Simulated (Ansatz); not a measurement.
# CoC (doublet): wave-function methods side by side, def2-TZVPP

One table from this session's results is given with a row withheld; the runs are named, their logs left out.

Program: Ansatz 0.2.0, Gaussian basis. Level of theory: def2-TZVPP, core rule «outside noble gas», up to 10 orbitals frozen. These are calculated values, not measurements.

To be run: UHF; ROHF; CCSD(T) on UHF.

2 further runs of the same task are left out: 2 set aside as unsound or not needed.

### The system

The geometry is a PBE0/def2-TZVP stationary point (not a proven minimum).

2 atoms, charge 0, spin multiplicity 2.

Atoms are counted from 1 here; the program's logs count them from 0.

Bond lengths: Co1–C2 1.692 Å.

The first run:

The input, in.yaml:

```yaml
crystal:
  periodic: [false, false, false]
  atoms:
    - {symbol: Co, position_ang: [0.000000, 0.000000, 0.000000]}
    - {symbol: C, position_ang: [0.000000, 0.000000, 1.692200]}
basis:
  gaussian: {orbitals: def2-TZVPP}
magnetization: {spin_polarized: true, initial_magnetization: 1}
hamiltonian: {xc: hf}
output: {orbitals: {seedname: orbitals}}
```

On the command line:

```bash
$ ansatz run in.yaml --threads 1 --pin off --events-out ev --progress --plain --max-ram 4096MiB --backend cpu
```

Among the steps run: UHF; ROHF; CCSD(T) on UHF.

One of the session's tables, all rows but one given; the rest of the session is left out.

It belongs to the step «Misses and costs». 

```
  method  from UCCSD(T) (meV)
    ROHF             +17229.1
     UHF                    ?
    UMP2              +2160.1
   UCCSD               +824.0
UCCSD(T)                    0
```

Q: Estimate the row for UHF from the others.

**Answer.** from UCCSD(T) (meV): +11510.3. In the column «from UCCSD(T) (meV)» it lies between UMP2 (+2160.1) and ROHF (+17229.1).

The program flags UCCSD(T) as in doubt (see the logs), so the zero of the table is itself unsure.

With the free atoms at the same levels and basis (separate runs), the atomisation energy is 2.851 eV at UCCSD(T), -4.738 eV at ROHF.

Limits of these values: The determinant is far from a pure spin state, so its energy mixes those of several spin states (harmless only where they are near-degenerate, as at dissociation). The program flags UCCSD(T) as in doubt, so the zero of the table is itself unsure.
